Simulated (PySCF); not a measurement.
# C3H9BrGe (Trimethylgermanium Chloride and Bromide): the cost of one run

Programs: PySCF 2.14.0, with density-fitted response routines of our own. Each step states its level of theory. These are calculated values for one molecule, in the gas phase or a continuum, unless marked as measured. Atoms count from 0, in the outputs and in this text.

## (1) Starting geometry

14 atoms, charge 0, multiplicity 1; geometry from: GFN2-xTB. The atoms were then displaced at random by about 0.01 Å, so the start is not that level's minimum.

Bonds of the start (Å): C0–Ge1 1.96, Ge1–C2 1.98, Ge1–C3 1.96, Ge1–Br4 2.31, C0–H5 1.10, C0–H6 1.10, C0–H7 1.11, C2–H8 1.10, C2–H9 1.06, C2–H10 1.09, C3–H11 1.09, C3–H12 1.13, C3–H13 1.07.

## (2) Geometry optimisation at PBE0-D3(BJ)/def2-TZVP

The job: settings as JSON, then the geometry in Å.

```
{"job": {"xc": "PBE0", "basis": "def2-TZVP", "d3": "d3bj", "grid": 2, "shake": 0.01, "kind": "geom"}, "charge": 0, "multiplicity": 1}
C     -0.868080     1.644130    -0.360010
Ge     0.131660     0.099380     0.310790
C      1.681410    -0.359480    -0.837400
C     -0.982410    -1.463040     0.723860
Br     1.025800     0.769860     2.334370
H     -1.343910     1.438140    -1.325340
H     -1.669000     1.940890     0.331200
H     -0.219850     2.534640    -0.498380
H      2.282810    -1.150780    -0.357940
H      1.362590    -0.689260    -1.797090
H      2.340660     0.503200    -0.950830
H     -1.469980    -1.839070    -0.175300
H     -1.831930    -1.180340     1.414740
H     -0.446920    -2.263340     1.179580
```

Started as:

```bash
$ OMP_NUM_THREADS=1 python probes_run.py task.json out
```

This one command runs all jobs of the session in turn.

**Question.** How long does this first job take on 1 thread of Arm Neoverse V1, shared host, and how much memory does it need?

About 4.1 min, with a peak of 1.3 GiB.
